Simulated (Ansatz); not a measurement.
**GaH5OSi: a ladder of functionals and wavefunction methods**

One table from this session's results is given with a row withheld; the runs are named, their logs left out.

Computed with Ansatz 0.2.0, Gaussian basis. Level: functionals in def2-TZVPP, the program's frozen cores in correlated methods.

Levels to be run: LDA (SPW92), PBE-D4, revPBE-D4, BLYP-D4, r2SCAN-D4, B97M-V, PBE0-D4, B3LYP-D4, r2SCANh-D4, r2SCAN0-D4, HSE06-D4, BHLYP-D4, CAM-B3LYP-D4, LC-ωPBE, ωB97X-V, ωB97M-V, B2PLYP, PBE-QIDH; CCSD(T)/def2-SVP; CCSD(T)/def2-TZVPP; MP2/def2-QZVPP; extrapolation to the limit; RPA on PBE.

### Structure used throughout

All runs share one geometry, relaxed beforehand with PBE0-D4 in a triple-zeta def2 set.

SMILES `[SiH3][O][GaH2]`, 8 atoms, charge 0, spin multiplicity 1.

Atoms are counted from 1 here; the program's logs count them from 0.

Bond lengths: Si1–O2 1.629 Å, Si1–H4 1.492 Å, Si1–H5 1.488 Å, Si1–H6 1.488 Å, O2–Ga3 1.785 Å, Ga3–H7 1.555 Å, Ga3–H8 1.560 Å. Angles: O2–Si1–H4 111.4°, O2–Si1–H5 110.0°, O2–Si1–H6 110.0°, H4–Si1–H5 108.4°, H4–Si1–H6 108.4°, H5–Si1–H6 108.7°, Si1–O2–Ga3 139.3°, O2–Ga3–H7 113.8°, O2–Ga3–H8 116.0°, H7–Ga3–H8 130.2°.

Set-up of the first run:

in.yaml reads:

```yaml
crystal:
  periodic: [false, false, false]
  atoms:
    - {symbol: Si, position_ang: [-0.737425, 1.063965, -0.430255]}
    - {symbol: O, position_ang: [0.574871, 0.286270, 0.142357]}
    - {symbol: Ga, position_ang: [1.078612, -1.364926, 0.596177]}
    - {symbol: H, position_ang: [-1.875892, 0.124105, -0.648002]}
    - {symbol: H, position_ang: [-0.414931, 1.717695, -1.727164]}
    - {symbol: H, position_ang: [-1.170827, 2.108796, 0.536098]}
    - {symbol: H, position_ang: [2.547488, -1.457217, 1.099353]}
    - {symbol: H, position_ang: [-0.001887, -2.478687, 0.431436]}
basis:
  gaussian: {orbitals: def2-TZVPP}
hamiltonian: {xc: lda}
output: {orbitals: {seedname: orbitals}}
```

Run with:

```console
> ansatz run in.yaml --threads 4 --pin off --events-out ev --progress --plain --max-ram 10444MiB
```

Steps of the session up to this table: LDA; PBE-D4 (GGA); revPBE-D4 (GGA); BLYP-D4 (GGA); r2SCAN-D4 (meta-GGA); B97M-V (meta-GGA); PBE0-D4 (hybrid); B3LYP-D4 (hybrid); r2SCANh-D4 (hybrid); r2SCAN0-D4 (hybrid); HSE06-D4 (hybrid); BHLYP-D4 (hybrid); CAM-B3LYP-D4 (range-separated); LC-ωPBE (range-separated); ωB97X-V (range-separated); ωB97M-V (range-separated); B2PLYP (double hybrid); PBE-QIDH (double hybrid).

One table of the session follows, with a row left open; its other results are not shown here.

It belongs to the step «Orbital energies across the functionals». 

```
  functional  HOMO (eV)  LUMO (eV)  gap (eV)
 LDA (SPW92)      -7.06      -2.54      4.52
      PBE-D4      -6.97      -2.28      4.69
   revPBE-D4      -6.93      -2.17      4.76
     BLYP-D4      -6.89      -2.25      4.64
   r2SCAN-D4      -7.30      -1.98      5.32
      B97M-V      -7.45      -2.27      5.18
     PBE0-D4      -8.36      -1.47      6.88
    B3LYP-D4      -8.16      -1.77      6.39
  r2SCANh-D4      -7.82      -1.70      6.12
  r2SCAN0-D4      -8.59      -1.29      7.30
    HSE06-D4      -7.96      -1.84      6.11
    BHLYP-D4          ?          ?         ?
CAM-B3LYP-D4      -9.77      -0.60      9.16
     LC-ωPBE     -11.10       0.62     11.71
     ωB97X-V     -10.78       0.46     11.23
     ωB97M-V     -10.64       0.21     10.85
```

Q: Estimate the row for BHLYP-D4 from the others.

Worked estimate for «HOMO (eV)». Against the share of exact exchange, BLYP-D4 (0, -6.89), B3LYP-D4 (0.2, -8.16) give a slope of -6.35 per unit share; at 0.5 the line stands at -10.06.

**Answer.** HOMO (eV): -9.69; LUMO (eV): -0.76; gap (eV): 8.94. In «HOMO (eV)» the line misses by -0.37.
